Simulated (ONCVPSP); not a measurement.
**Cu: generating and testing an ONCV potential**

Aim: build the potential from the settings below, then test how well it stands in for the atom: other configurations, scattering, ghost states and the plane-wave cutoff that it needs.

Method: ONCVPSP 4.0.1.1 (patched build), PBE, scalar-relativistic.

### 1 The design

Typed settings, in words:

| Quantity | Value |
| --- | --- |
| element | copper (Cu, Z = 29) |
| type | optimised norm-conserving Vanderbilt (ONCV) |
| frozen core | [Ne] |
| valence charge | 19 |
| reference configuration | 3s2 3p6 3d10 4s1 |
| partial waves | 3s+4s: rc 1.00 bohr, ncon 4, nbas 8, qcut 11.1 1/bohr, 2 projectors; 3p: rc 0.95 bohr, ncon 4, nbas 9, qcut 16.2 1/bohr, 1 projector; 3d: rc 0.95 bohr, ncon 4, nbas 8, qcut 20 1/bohr, local |
| local potential | the d channel |
| core correction | Teter function, fcfact 2.75, rcfact 1.45 |

An earlier all-electron run gives the scale for the radii.

All-electron outer shells of the reference configuration (PBE, scalar-relativistic, ld1.x):

| shell | level (eV) | outermost node (bohr) | outermost maximum (bohr) |
| --- | --- | --- | --- |
| 2p | -916.98 | – | 0.16 |
| 3s | -114.70 | 0.29 | 0.61 |
| 3p | -72.14 | 0.26 | 0.62 |
| 3d | -5.04 | – | 0.60 |
| 4s | -4.61 | 0.89 | 2.27 |
| 4p | -0.70 | 0.97 | 3.65 |

### 2 The generation run

Cu.dat

```
# ATOM AND REFERENCE CONFIGURATION
# atsym  z   nc   nv     iexc    psfile
  Cu 29.00    3    4        4      upf
#
#   n    l    f
    1    0    2.00
    2    0    2.00
    2    1    6.00
    3    0    2.00
    3    1    6.00
    3    2   10.00
    4    0    1.00
#
# PSEUDOPOTENTIAL AND OPTIMIZATION
# lmax
    2
#
#   l,   rc,      ep,       ncon, nbas, qcut
    0    1.00    0.00    4    8   11.10
    1    0.95    0.00    4    9   16.20
    2    0.95    0.00    4    8   20.00
#
# LOCAL POTENTIAL
# lloc, lpopt,  rc(5),   dvloc0
    2    5    0.95    0.00
#
# VANDERBILT-KLEINMAN-BYLANDER PROJECTORs
# l, nproj, debl
    0    2    3.90
    1    1    0.50
    2    0    0.40
#
# MODEL CORE CHARGE
# icmod, fcfact, rcfact
    3    2.75    1.45
#
# LOG DERIVATIVE ANALYSIS
# epsh1, epsh2, depsh
   -6.00    5.00    0.04
#
# OUTPUT GRID
# rlmax, drl
    6.00    0.01
#
# TEST CONFIGURATIONS
# ncnf
    4
# nvcnf
#   n    l    f
    4
    3    0    2.00
    3    1    6.00
    3    2   10.00
    4    0    0.00
#
    4
    3    0    2.00
    3    1    6.00
    3    2    9.00
    4    0    0.00
#
    4
    3    0    2.00
    3    1    6.00
    3    2    8.00
    4    0    0.00
#
    4
    3    0    1.00
    3    1    6.00
    3    2   10.00
    4    0    1.00
#
```

Command:

```
$ oncvpsp.x < Cu.dat > Cu.out
```

What does the calculation give? Wanted: cutoffs for 1 and 0.1 mHa per electron, occupied waves; bound ghosts; GHOST(+) flags; largest test error; largest phase difference near zero energy, channels read; rms error of d²Exc/dn², without and with the model core.

As calculated:

| quantity | value |
| --- | --- |
| cutoffs for 1 and 0.1 mHa per electron, occupied waves | 127 Ha and 147 Ha |
| bound ghosts | none found |
| GHOST(+) flags | s at 790 eV |
| largest test error (AE − PS) | -33 meV, for 3s1 3p6 3d10 4s1 (1 test unsolved) |
| largest phase difference near zero energy, channels read | 0.001 rad |
| rms error of d²Exc/dn², without and with the model core | 1.53 and 1.22 mHa |

By total energies transferability is fair where solved: the largest error is 33 meV on 122.2 eV, for 3s1 3p6 3d10 4s1. That test lies far up in energy; among those under 40 eV, nearer to bonding, the largest error is 3.3 meV. Of the tests 1 gave no usable energy difference, which is a warning in itself. By its cutoff, 127 Ha for the looser tolerance, it is very hard. At the looser tolerance the 3d wave is the slowest; 3s needs 50 Ha. It is free of bound ghosts as far as tested. Near zero energy the phases of the channels with partial waves agree within 0.001 rad. The program also flags highly localised states, GHOST(+) (s).
